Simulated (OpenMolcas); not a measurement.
**Re²⁺ among point charges: CASSCF and CASPT2 levels and susceptibility**

Aim: the splitting of the states of Re²⁺ in the field of 4 point charges, its lowest levels with spin-orbit coupling and its magnetic susceptibility.

Method: state-averaged CASSCF and CASPT2, spin-orbit coupling by RASSI with atomic mean-field integrals. Code: OpenMolcas 26.06.

## (1) Starting point

```
Species                           : Re²⁺ (rhenium, Z = 75, 73 electrons)
Basis                             : ANO-RCC-VDZP [7s6p4d2f1g], 68 functions
Scalar Hamiltonian                : DKH2, point nucleus
Inactive shells                   : 1s 2s 2p 3s 3p 3d 4s 4p 4d 4f 5s 5p
Active space                      : 5 electrons in 5 orbitals (5d)
Some configurations of this space : 5d⁵
Orbitals                          : optimised for each spin and parity, averaged over all roots
```

The outer shells:

5d5
```
5d [↑ ][↑ ][↑ ][↑ ][↑ ]
```

The ion sits among 4 point charges of -1.5 e arranged as a square (D4h), 2.44 Å from the ion.

The work runs as a chain of OpenMolcas steps in one folder; each step below is one input file. Labels, J, g values, rates, χT and fits are worked out afterwards by a script from the matrices that RASSI stores. The input lists half of the charges; inversion (Group=XYZ) makes the rest.

## (2) One- and two-electron integrals

Contents of a.inp:

```
&GATEWAY
Coord
1

Re 0.0 0.0 0.0
Basis=ANO-RCC-VDZP
Group=XYZ
NoMove
AngMom=0.0 0.0 0.0
AMFI
XField
2 Angstrom 0
2.440000 0.000000 0.000000 -1.500000
0.000000 2.440000 0.000000 -1.500000
&SEWARD
```

On the command line:

```console
> OMP_NUM_THREADS=1 MOLCAS_MEM=1689 MOLCAS_PROJECT=a pymolcas a.inp > a.log
```

## (3) CASSCF: sextets of even parity, 1 root

Contents of a.inp:

```
&RASSCF
FileOrb=start.orb
Symmetry=1
Spin=6
nActEl=5 0 0
Inactive=15 19
Ras2=5 0
CIRoot=1 1 1
SDav=1
CIMx=300
Iter=120 100
PrWF=0.3
OrbListing=Nothing
MaxOrb=0
>>> COPY $Project.JobIph JOB001
```

start.orb holds the contracted functions of the basis, ordered by shell, or the orbitals of the step before.

## (4) CASSCF: quartets of even parity, 24 roots

Contents of a.inp:

```
&RASSCF
FileOrb=start.orb
Symmetry=1
Spin=4
nActEl=5 0 0
Inactive=15 19
Ras2=5 0
CIRoot=24 24 1
SDav=24
CIMx=300
Iter=120 100
PrWF=0.3
OrbListing=Nothing
MaxOrb=0
>>> COPY $Project.JobIph JOB002
```

## (5) CASSCF: doublets of even parity, 75 roots

Contents of a.inp:

```
&RASSCF
FileOrb=start.orb
Symmetry=1
Spin=2
nActEl=5 0 0
Inactive=15 19
Ras2=5 0
CIRoot=75 75 1
SDav=75
CIMx=300
Iter=120 100
PrWF=0.3
OrbListing=Nothing
MaxOrb=0
>>> COPY $Project.JobIph JOB003
```

## (6) RASSI: spin-orbit coupling between the states

Contents of a.inp:

```
&RASSI
NrOfJobIphs=3 1 24 75
1
1 2 3 4 5 6 7 8 9 10 11 12 13 14 15 16 17 18 19 20 21 22 23 24
1 2 3 4 5 6 7 8 9 10 11 12 13 14 15 16 17 18 19 20 21 22 23 24 25 26 27
28 29 30 31 32 33 34 35 36 37 38 39 40 41 42 43 44 45 46 47 48 49 50 51
52 53 54 55 56 57 58 59 60 61 62 63 64 65 66 67 68 69 70 71 72 73 74 75
IphNames
JOB001
JOB002
JOB003
EJob
SpinOrbit
DIPRint=1.0
SOCoupling=1000.0
Subsets=2
Property=9
'ANGMOM' 1 'ANGMOM' 2 'ANGMOM' 3 'MLTPL  1' 1 'MLTPL  1' 2 'MLTPL  1' 3
'AMFI' 1 'AMFI' 2 'AMFI' 3
SOProperty=3
'ANGMOM' 1 'ANGMOM' 2 'ANGMOM' 3
```

## (7) CASPT2: IPEA 0.25, imaginary shift 0.1 (closed shells correlated: 5s 5p)

Contents of a.inp:

```
>>> COPY JOB001 $Project.JobIph
&CASPT2
Multistate=1 1
Frozen=14 16
IPEA=0.25
Imaginary=0.1
MaxIter=60
WThr=0.0 0.3 0.05
PrWF=0.5
NoMix
>>> COPY JOB002 $Project.JobIph
&CASPT2
Multistate=24 1 2 3 4 5 6 7 8 9 10 11 12 13 14 15 16 17 18 19 20 21 22
23 24
NoMult
Frozen=14 16
IPEA=0.25
Imaginary=0.1
MaxIter=60
WThr=0.0 0.3 0.05
PrWF=0.5
NoMix
>>> COPY JOB003 $Project.JobIph
&CASPT2
Multistate=75 1 2 3 4 5 6 7 8 9 10 11 12 13 14 15 16 17 18 19 20 21 22
23 24 25 26 27 28 29 30 31 32 33 34 35 36 37 38 39 40 41 42 43 44 45 46
47 48 49 50 51 52 53 54 55 56 57 58 59 60 61 62 63 64 65 66 67 68 69 70
71 72 73 74 75
NoMult
Frozen=14 16
IPEA=0.25
Imaginary=0.1
MaxIter=60
WThr=0.0 0.3 0.05
PrWF=0.5
NoMix
```

(Steps that only read results are left out.)

Q: Predict the outcome of this session. Wanted: spin-free ground state; lowest level; next level.

The runs gave:

```
                 quantity                                                                        value
                   method  SS-CASPT2, IPEA 0.25, imaginary shift 0.1 (closed shells correlated: 5s 5p)
   spin-free ground state                                              6A1, 1-fold in its orbital part
             lowest level                                            2-fold E1/2, g = 1.88, 5.69, 5.69
               next level                                                                   414.4 cm⁻¹
              χT at 300 K                                                               3.50 cm³ K/mol
effective moment at 300 K                                                                      5.29 μB
```

Cost by method:

```csv
method,time of its own steps,time with the reference
A. CASSCF,22 s,22 s
"B. SS-CASPT2, IPEA 0.25, imaginary shift 0.1, +5s 5p",9.1 s,31 s
```

Times are of one thread on a shared host.

What this shows: The spin-free ground state (6A1) comes to 100 % from free-ion S terms and keeps the highest spin of the shell. χT at 300 K is 3.50, against 4.39 cm³ K/mol for the spin alone, so spin-orbit coupling lowers it. An active space of the d shell alone favours high spin; real ions in strong fields can be low spin. The field of point charges can differ much from that of real complexes. With metal d orbitals alone active, the gaps between spin states are rough; where two lie within a few thousand cm-1, their order is open. This is an electrostatic model: the charges have no orbitals.
